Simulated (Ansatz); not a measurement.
# C2H6BF, SMILES BCCF: a rigid torsion scan

Program: the Ansatz DFT code, driven from Python.

Notebook, run cell by cell (the value of a cell's last expression is shown):

**Cell 1**
```python
import ansatz as az
from ase import Atoms
```

**Cell 2**
```python
BASIS_SET = "def2-SVP"
XC = "r2scan0"
FMAX = 0.02
```

**Cell 3**
```python
atoms = Atoms(["B", "C", "C", "F", "H", "H", "H", "H", "H", "H"], positions=[
    [-1.1008, 0.5954, -0.6576],
    [-0.2083, -0.5554, -0.2003],
    [0.9339, -0.0313, 0.6142],
    [1.8388, -1.0827, 1.0124],
    [-1.3184, 0.8361, -1.8382],
    [-1.6892, 1.336, 0.1307],
    [0.2075, -1.0807, -1.092],
    [-0.764, -1.2478, 0.4007],
    [0.6012, 0.5035, 1.5808],
    [1.5824, 0.6755, 0.0523],
])
```

**Cell 4**
```python
# relax first, so that the scan starts from a minimum
first = az.Crystal.molecule_from_ase(atoms).calculation()
first = first.basis(gaussian=BASIS_SET).functional(XC)
first = first.relax(force_tolerance=FMAX, max_steps=80)
atoms.positions = first.run().report["positions_ang"]
```

**Cell 5**
```python
start = atoms.get_dihedral(0, 1, 2, 3)
energies = {}
for turn in range(0, 360, 30):
    turned = atoms.copy()
    turned.set_dihedral(0, 1, 2, 3, start + turn, indices=[2, 3, 8, 9])
    calc = (
        az.Crystal.molecule_from_ase(turned).calculation()
        .basis(gaussian=BASIS_SET)
        .functional(XC)
    )
    energies[round((start + turn) % 360)] = calc.run().report["free_energy_ev"]
floor = min(energies.values())
print("dihedral B0-C1-C2-F3 (deg)   E - E(min) (kcal/mol)")
for angle, e in sorted(energies.items()):
    print(f"{angle:8d} {23.060548 * (e - floor):14.3f}  " + "#" * int(30 * (e - floor) / max(max(energies.values()) - floor, 1e-9)))
```
Output:
```text
dihedral B0-C1-C2-F3 (deg)   E - E(min) (kcal/mol)
      23          2.727  ##################
      53          0.834  #####
      83          2.549  ################
     113          4.230  ############################
     143          2.023  #############
     173          0.000
     203          2.054  #############
     233          4.525  ##############################
     263          2.988  ###################
     293          0.642  ####
     323          1.799  ###########
     353          4.060  ##########################
```

What to keep in mind:
- The settings weren't tested for convergence.
- The scan is rigid and the energies are electronic, in a modest basis. With rigid groups the curve can differ much from the relaxed path, the start wasn't checked as a minimum of this torsion, and equivalent turns needn't return to the same energy.
- Wall time of the script: 85 s on 1 thread of AMD EPYC 7B13 (Zen 3), on a shared host, peak memory 0.26 GiB.
